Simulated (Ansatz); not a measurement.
Born–Oppenheimer molecular dynamics of a periodic cell of 16 atoms, Li (start crystal Li, start structure bcc, volume 1.05 times the crystal's). It starts from a structure without forces on its atoms.

All numbers below come from Ansatz 0.2.0, DFT PBE-D3(BJ), scalar-relativistic, plane waves, PAW. Settings: cutoff 420 eV, k mesh 2x2x2, fermi-dirac smearing 0.16 eV, no spin polarisation.

```yaml
ensemble: NVT, Langevin thermostat
time_step: 1.5 fs
steps_asked: 250
set_temperature: 1800 K
friction: 0.02 /fs
seed: 658452
```

Frames 7.5 fs apart, positions in Å, forces in eV/Å.

Velocities at 285.0 fs (Å/ps):

```
Li 15.72 13.14 -18.16
Li -6.42 -9.81 7.57
Li 1.29 4.36 -30.30
Li 1.66 16.52 8.89
Li 5.85 -12.02 12.92
Li 19.93 -3.32 11.54
Li 23.84 -17.50 -4.39
Li -3.54 18.39 2.82
Li -13.30 6.02 -15.79
Li 23.22 -28.55 -3.33
Li 42.42 25.39 -9.38
Li 2.01 11.17 17.48
Li -10.86 -6.60 1.49
Li -26.52 12.14 11.08
Li 5.14 -0.85 14.44
Li -3.65 20.04 -25.21
```

```xyz
16
Lattice="7.0944 0.0000 0.0000 0.0000 7.0944 0.0000 0.0000 0.0000 7.0944" Properties=species:S:1:pos:R:3:forces:R:3 time_fs=285.0 energy_less_start_eV=3.512 T=2017
Li 0.179 -0.926 -0.878 -0.09 0.01 -0.06
Li 2.980 0.427 0.537 -0.21 -0.04 0.21
Li 0.884 3.191 -2.040 -1.12 0.12 -1.29
Li -0.282 0.469 1.964 -0.19 0.33 -0.17
Li 0.123 2.046 -0.182 0.60 -1.11 -0.04
Li 2.675 3.422 -1.015 1.21 0.09 0.40
Li 4.321 -0.714 2.792 -0.16 0.11 -0.21
Li 5.085 2.277 -0.130 -0.91 -0.02 0.28
Li -0.901 3.464 2.583 -0.19 -0.24 0.06
Li 0.965 3.858 0.823 0.39 0.90 0.62
Li 2.809 0.366 5.116 -0.39 -0.20 -0.07
Li 2.384 1.929 2.849 0.01 0.32 -0.14
Li 5.027 4.981 0.524 0.04 0.12 -0.15
Li 5.016 1.497 4.346 0.44 0.06 0.01
Li 0.718 5.779 3.297 0.39 -0.30 0.23
Li 4.627 4.652 4.609 0.19 -0.15 0.33
16
Lattice="7.0944 0.0000 0.0000 0.0000 7.0944 0.0000 0.0000 0.0000 7.0944" Properties=species:S:1:pos:R:3:forces:R:3 time_fs=292.5 energy_less_start_eV=3.767 T=2047
Li 0.283 -0.803 -0.969 -0.17 -0.17 0.14
Li 2.913 0.377 0.642 -0.11 0.02 0.02
Li 0.877 3.268 -2.321 -0.64 -0.07 -0.32
Li -0.285 0.619 2.082 -0.16 0.20 0.03
Li 0.218 1.931 -0.143 0.26 -0.83 -0.53
Li 2.788 3.409 -0.880 0.47 0.07 -0.23
Li 4.473 -0.866 2.728 -0.23 0.59 -0.25
Li 5.043 2.450 -0.121 -0.35 -0.34 0.34
Li -1.004 3.489 2.467 -0.07 -0.24 0.13
Li 1.153 3.639 0.864 0.17 1.04 0.81
Li 3.081 0.551 5.016 -1.12 -0.81 0.51
Li 2.437 1.969 2.923 0.06 0.30 -0.38
Li 4.940 4.935 0.543 0.16 0.37 -0.41
Li 4.811 1.616 4.479 1.32 0.44 -0.44
Li 0.792 5.786 3.414 0.35 -0.16 -0.15
Li 4.642 4.756 4.487 0.06 -0.41 0.73
16
Lattice="7.0944 0.0000 0.0000 0.0000 7.0944 0.0000 0.0000 0.0000 7.0944" Properties=species:S:1:pos:R:3:forces:R:3 time_fs=300.0 energy_less_start_eV=4.637 T=1485
Li 0.377 -0.641 -1.049 -0.24 -0.41 0.18
Li 2.868 0.351 0.728 0.00 0.02 -0.10
Li 0.873 3.242 -2.601 -0.39 -0.16 0.27
Li -0.226 0.747 2.301 -0.18 0.21 0.01
Li 0.347 1.786 -0.177 0.01 -0.26 -0.39
Li 2.832 3.374 -0.704 0.10 0.09 -0.83
Li 4.607 -1.037 2.605 -0.27 0.97 -0.07
Li 5.034 2.580 -0.140 0.19 -0.69 0.40
Li -1.091 3.524 2.385 0.10 -0.35 0.13
Li 1.336 3.565 0.956 -0.28 0.91 0.91
Li 3.199 0.686 4.908 -1.64 -1.47 0.82
Li 2.503 1.976 2.922 0.15 0.30 -0.58
Li 4.864 4.903 0.530 0.18 0.58 -0.71
Li 4.701 1.750 4.579 1.98 0.83 -0.64
Li 0.884 5.810 3.498 0.36 -0.13 -0.37
Li 4.681 4.768 4.422 -0.07 -0.44 0.98
16
Lattice="7.0944 0.0000 0.0000 0.0000 7.0944 0.0000 0.0000 0.0000 7.0944" Properties=species:S:1:pos:R:3:forces:R:3 time_fs=307.5 energy_less_start_eV=4.742 T=1574
Li 0.513 -0.612 -1.112 -0.34 -0.67 0.17
Li 2.739 0.325 0.815 0.17 -0.10 -0.11
Li 0.846 3.190 -2.875 -0.30 -0.09 0.68
Li -0.059 0.846 2.487 -0.27 0.17 -0.07
Li 0.510 1.642 -0.260 -0.20 0.28 -0.21
Li 2.856 3.365 -0.590 -0.13 0.11 -1.13
Li 4.748 -1.100 2.520 -0.19 1.15 0.21
Li 5.025 2.620 -0.156 0.55 -0.85 0.64
Li -1.191 3.528 2.380 0.22 -0.46 -0.06
Li 1.451 3.524 1.064 -0.60 0.83 0.87
Li 3.174 0.625 4.903 -0.89 -1.03 0.56
Li 2.539 1.986 2.868 0.51 0.16 -0.37
Li 4.797 4.917 0.510 0.11 0.58 -0.92
Li 4.738 2.029 4.644 1.17 0.25 -0.69
Li 1.030 5.820 3.536 0.36 -0.20 -0.51
Li 4.690 4.719 4.421 -0.19 -0.13 0.93
16
Lattice="7.0944 0.0000 0.0000 0.0000 7.0944 0.0000 0.0000 0.0000 7.0944" Properties=species:S:1:pos:R:3:forces:R:3 time_fs=315.0 energy_less_start_eV=4.606 T=1869
Li 0.614 -0.681 -1.058 -0.43 -0.96 0.10
Li 2.664 0.254 0.901 0.22 -0.22 -0.07
Li 0.878 3.150 -3.083 -0.21 -0.02 0.98
Li 0.027 0.900 2.662 -0.25 0.04 -0.16
Li 0.674 1.510 -0.348 -0.31 0.67 -0.12
Li 2.882 3.354 -0.585 -0.26 0.18 -0.96
Li 4.890 -1.092 2.416 -0.07 1.11 0.64
Li 5.032 2.522 -0.174 0.55 -0.73 0.98
Li -1.199 3.571 2.399 0.19 -0.42 -0.44
Li 1.453 3.473 1.166 -0.61 0.81 0.46
Li 3.085 0.501 4.906 -0.07 -0.24 0.31
Li 2.652 2.021 2.771 0.84 0.04 -0.08
Li 4.775 5.046 0.441 0.03 0.12 -1.14
Li 4.927 2.377 4.625 0.41 -0.81 -0.62
Li 1.164 5.761 3.570 0.29 -0.15 -0.53
Li 4.663 4.663 4.450 -0.32 0.57 0.64
16
Lattice="7.0944 0.0000 0.0000 0.0000 7.0944 0.0000 0.0000 0.0000 7.0944" Properties=species:S:1:pos:R:3:forces:R:3 time_fs=322.5 energy_less_start_eV=4.543 T=2117
Li 0.677 -0.761 -0.929 -0.45 -1.31 -0.03
Li 2.630 0.187 1.055 0.14 -0.35 -0.10
Li 0.956 3.137 -3.136 -0.09 -0.16 1.06
Li 0.064 0.923 2.851 -0.08 -0.07 -0.15
Li 0.786 1.375 -0.426 -0.33 1.06 0.02
Li 2.820 3.348 -0.650 -0.13 0.17 -0.68
Li 5.085 -1.014 2.329 0.03 0.75 0.81
Li 5.045 2.395 -0.213 0.33 -0.62 0.94
Li -1.132 3.576 2.389 0.02 -0.17 -0.69
Li 1.396 3.521 1.250 -0.54 0.70 0.00
Li 2.963 0.403 4.857 0.28 0.15 0.16
Li 2.796 2.110 2.612 0.92 0.10 0.19
Li 4.785 5.190 0.289 -0.08 -0.15 -0.89
Li 5.096 2.701 4.556 0.31 -1.61 -0.34
Li 1.294 5.597 3.578 0.17 0.09 -0.41
Li 4.630 4.649 4.604 -0.49 1.45 0.11
16
Lattice="7.0944 0.0000 0.0000 0.0000 7.0944 0.0000 0.0000 0.0000 7.0944" Properties=species:S:1:pos:R:3:forces:R:3 time_fs=330.0 energy_less_start_eV=4.342 T=1622
Li 0.704 -0.888 -0.850 -0.44 -1.54 -0.10
Li 2.607 0.114 1.226 0.03 -0.40 -0.09
Li 1.075 3.128 -3.043 -0.14 -0.58 0.85
Li 0.060 0.923 3.018 0.15 -0.06 -0.09
Li 0.855 1.212 -0.519 -0.36 1.33 0.21
Li 2.699 3.352 -0.740 0.18 0.08 -0.43
Li 5.312 -0.911 2.225 0.02 0.49 0.66
Li 5.087 2.228 -0.225 0.08 -0.40 0.65
Li -1.078 3.661 2.426 0.02 -0.05 -0.91
Li 1.349 3.626 1.281 -0.47 0.41 -0.17
Li 2.778 0.373 4.825 0.52 0.21 -0.03
Li 2.976 2.238 2.507 0.76 0.20 0.23
Li 4.790 5.309 0.098 -0.15 -0.17 -0.28
Li 5.282 2.863 4.470 0.25 -1.55 0.11
Li 1.423 5.322 3.557 0.13 0.67 -0.27
Li 4.580 4.739 4.757 -0.60 1.36 -0.33
16
Lattice="7.0944 0.0000 0.0000 0.0000 7.0944 0.0000 0.0000 0.0000 7.0944" Properties=species:S:1:pos:R:3:forces:R:3 time_fs=337.5 energy_less_start_eV=4.012 T=1681
Li 0.738 -1.071 -0.808 -0.35 -1.40 -0.09
Li 2.658 0.102 1.307 -0.06 -0.34 -0.09
Li 1.139 3.091 -2.901 -0.27 -0.76 0.45
Li 0.074 0.880 3.168 0.19 -0.04 -0.08
Li 0.844 1.090 -0.600 -0.41 1.26 0.39
Li 2.695 3.341 -0.902 0.29 0.02 0.04
Li 5.450 -0.878 2.137 0.02 0.39 0.44
Li 5.177 2.102 -0.211 -0.03 -0.24 0.37
Li -1.052 3.697 2.367 0.04 -0.01 -0.92
Li 1.336 3.763 1.316 -0.25 0.12 -0.42
Li 2.652 0.387 4.845 0.70 0.17 -0.22
Li 3.183 2.388 2.428 0.48 0.19 0.26
Li 4.797 5.381 -0.076 -0.10 -0.11 0.36
Li 5.437 2.962 4.386 0.01 -0.95 0.58
Li 1.554 5.138 3.556 0.17 1.03 -0.18
Li 4.499 4.980 4.807 -0.43 0.67 -0.90
16
Lattice="7.0944 0.0000 0.0000 0.0000 7.0944 0.0000 0.0000 0.0000 7.0944" Properties=species:S:1:pos:R:3:forces:R:3 time_fs=345.0 energy_less_start_eV=3.676 T=2058
Li 0.721 -1.298 -0.726 -0.22 -0.70 -0.15
Li 2.807 0.157 1.335 -0.18 -0.32 -0.12
Li 1.185 2.998 -2.746 -0.49 -0.50 -0.14
Li 0.093 0.750 3.271 0.26 0.17 -0.02
Li 0.781 1.128 -0.704 -0.31 0.63 0.56
Li 2.734 3.376 -1.045 0.49 -0.05 0.54
Li 5.604 -0.828 2.183 -0.15 0.10 0.03
Li 5.327 1.906 -0.189 -0.25 -0.12 0.22
Li -1.085 3.673 2.197 -0.09 -0.05 -0.57
Li 1.237 3.931 1.379 0.10 -0.15 -0.57
Li 2.535 0.381 4.858 0.80 0.14 -0.26
Li 3.355 2.545 2.361 0.14 0.16 0.26
Li 4.783 5.458 -0.264 0.12 -0.04 0.97
Li 5.529 2.949 4.365 -0.11 -0.36 0.60
Li 1.682 5.060 3.570 0.08 0.93 -0.05
Li 4.321 5.220 4.753 -0.19 0.16 -1.31
16
Lattice="7.0944 0.0000 0.0000 0.0000 7.0944 0.0000 0.0000 0.0000 7.0944" Properties=species:S:1:pos:R:3:forces:R:3 time_fs=352.5 energy_less_start_eV=3.936 T=1940
Li 0.624 -1.546 -0.601 -0.16 0.02 -0.48
Li 2.928 0.217 1.380 -0.30 -0.25 -0.09
Li 1.334 2.929 -2.578 -0.91 -0.31 -0.85
Li 0.064 0.607 3.338 0.50 0.54 0.21
Li 0.629 1.235 -0.738 0.16 0.00 0.60
Li 2.746 3.408 -1.103 0.93 0.05 1.00
Li 5.691 -0.700 2.263 -0.45 -0.34 -0.39
Li 5.457 1.740 -0.141 -0.67 -0.08 0.13
Li -1.132 3.664 1.885 -0.05 0.01 -0.14
Li 1.195 4.046 1.365 0.33 -0.39 -0.37
Li 2.448 0.413 4.814 0.62 0.10 -0.07
Li 3.562 2.710 2.264 -0.24 0.05 0.24
Li 4.693 5.501 -0.302 0.14 -0.12 0.88
Li 5.536 2.977 4.398 -0.01 -0.02 0.30
Li 1.836 4.980 3.498 -0.11 0.81 0.02
Li 4.122 5.483 4.630 0.22 -0.06 -0.99
16
Lattice="7.0944 0.0000 0.0000 0.0000 7.0944 0.0000 0.0000 0.0000 7.0944" Properties=species:S:1:pos:R:3:forces:R:3 time_fs=360.0 energy_less_start_eV=4.616 T=1521
Li 0.605 -1.692 -0.590 -0.23 0.39 -0.69
Li 3.010 0.265 1.367 -0.35 -0.16 -0.04
Li 1.458 2.885 -2.434 -0.99 0.05 -1.24
Li 0.086 0.518 3.408 0.65 0.78 0.35
Li 0.576 1.350 -0.756 0.53 -0.30 0.58
Li 2.764 3.457 -1.003 1.18 0.16 1.03
Li 5.753 -0.582 2.376 -0.72 -0.67 -0.77
Li 5.629 1.650 -0.016 -1.06 -0.14 0.10
Li -1.178 3.670 1.656 0.27 0.23 0.08
Li 1.238 4.086 1.302 0.21 -0.55 -0.21
Li 2.356 0.489 4.695 0.67 -0.06 0.08
Li 3.690 2.879 2.131 -0.50 -0.13 0.30
Li 4.663 5.514 -0.272 0.06 -0.08 0.40
Li 5.508 3.073 4.468 0.06 0.00 0.15
Li 1.902 4.907 3.370 -0.26 0.66 0.20
Li 3.983 5.664 4.403 0.47 -0.19 -0.32
16
Lattice="7.0944 0.0000 0.0000 0.0000 7.0944 0.0000 0.0000 0.0000 7.0944" Properties=species:S:1:pos:R:3:forces:R:3 time_fs=367.5 energy_less_start_eV=4.824 T=1423
Li 0.635 -1.799 -0.621 -0.31 0.58 -0.76
Li 3.063 0.252 1.379 -0.40 0.02 -0.01
Li 1.469 2.849 -2.427 -0.55 0.72 -1.07
Li 0.118 0.544 3.476 0.49 0.62 0.27
Li 0.605 1.416 -0.802 0.44 -0.38 0.65
Li 2.849 3.499 -0.799 0.89 -0.07 0.38
Li 5.734 -0.475 2.384 -0.57 -0.65 -0.81
Li 5.736 1.581 0.155 -1.00 -0.17 0.09
Li -1.240 3.780 1.495 0.70 0.40 0.09
Li 1.321 4.070 1.251 -0.08 -0.74 -0.15
Li 2.377 0.625 4.608 0.89 -0.31 0.10
Li 3.835 3.072 2.099 -0.77 -0.42 0.44
Li 4.617 5.519 -0.232 0.01 0.10 0.07
Li 5.510 3.231 4.609 0.08 -0.06 0.06
Li 1.942 4.911 3.197 -0.31 0.62 0.55
Li 3.953 5.760 4.173 0.48 -0.26 0.11
```

Of the whole run (375 fs, mean temperature of the second half 1659 K): A run of 0.38 ps of so small a system gives no equilibrium averages. Limits of this set-up: coarse k mesh.

The run took 13 min on 1 thread of Arm Neoverse V2, with other jobs on the host, peak memory 0.52 GiB.
